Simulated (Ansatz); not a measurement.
# GdBi2BrO4: the cost of one run

Computed with Ansatz 0.2.0 (DFT LDA+U (U = 2 eV, J = 0.7 eV on Gd f), plane waves, PAW, no spin–orbit coupling unless a run says so, unless a step's input says otherwise).

**1. The system as given**

The structure is tetragonal, space group P4/mmm (No. 123). Conventional cell: a = 3.896 Å, b = 3.896 Å, c = 9.172 Å, α = 90.00°, β = 90.00°, γ = 90.00°. Gd (site symmetry 4/mmm) is surrounded by 8 O at 2.40 Å. Bi (site symmetry 4mm) is surrounded by 4 O at 2.24 Å. Around Br (site symmetry 4/mmm) lie 8 Bi at 3.45 Å. O (site symmetry 2mm) has 2 Bi at 2.24 Å and 2 Gd at 2.40 Å as nearest neighbours.

Coordinates:

```xyz
8
Lattice="3.8958 0.0000 0.0000 0.0000 3.8958 0.0000 0.0000 0.0000 9.1720" Properties=species:S:1:pos:R:3 pbc="T T T"
Gd    0.0000    0.0000    0.0000
Bi    1.9479    1.9479    6.6635
Bi    1.9479    1.9479    2.5085
Br    0.0000    0.0000    4.5860
O     1.9479    0.0000    7.7687
O     0.0000    1.9479    7.7687
O     1.9479    0.0000    1.4033
O     0.0000    1.9479    1.4033
```

Magnetic order typed: ferromagnetic.

**2. From atoms, symmetry kept, no search**

Input file input.yaml:

```yaml
crystal:
  lattice:
    - [3.89579993, 0.0, 0.0]
    - [0.0, 3.89579993, 0.0]
    - [0.0, 0.0, 9.17199984]
  atoms:
    - { symbol: Gd, position: [0.0, 0.0, 0.0], spin: 7.0 }
    - { symbol: Bi, position: [0.5, 0.5, 0.7265] }
    - { symbol: Bi, position: [0.5, 0.5, 0.2735] }
    - { symbol: Br, position: [0.0, 0.0, 0.5] }
    - { symbol: O, position: [0.5, 0.0, 0.847] }
    - { symbol: O, position: [0.0, 0.5, 0.847] }
    - { symbol: O, position: [0.5, 0.0, 0.153] }
    - { symbol: O, position: [0.0, 0.5, 0.153] }
basis:
  ecutwfc: 420
  ecutrho_ratio: 4
kpoints:
  mp_grid: { grid: [5, 5, 2] }
hamiltonian:
  xc: lda
  hubbard: { sites: [{ site: 0, l: f, u: 2.0, j: 0.7 }] }
scf:
  occupations: { method: gaussian, width: 0.05 }
  lower_state_search: "off"
  max_iter: 150
output:
  forces: true
  stress: true
  eigenvalues: true
  populations: true
  hubbard: { sites: [{ site: 0, l: f }] }
magnetization:
  spin_polarized: true
```

Run with:

```sh
> ansatz run input.yaml --threads 8 --pin off --max-ram 12288MiB --backend cpu --events-out ev --progress --plain --runs-dir out
```

**Question.** How long does this run take on 8 threads of Arm Neoverse N1, shared host, and how much memory does it need?

About 12 s, with a peak of 0.8 GiB.
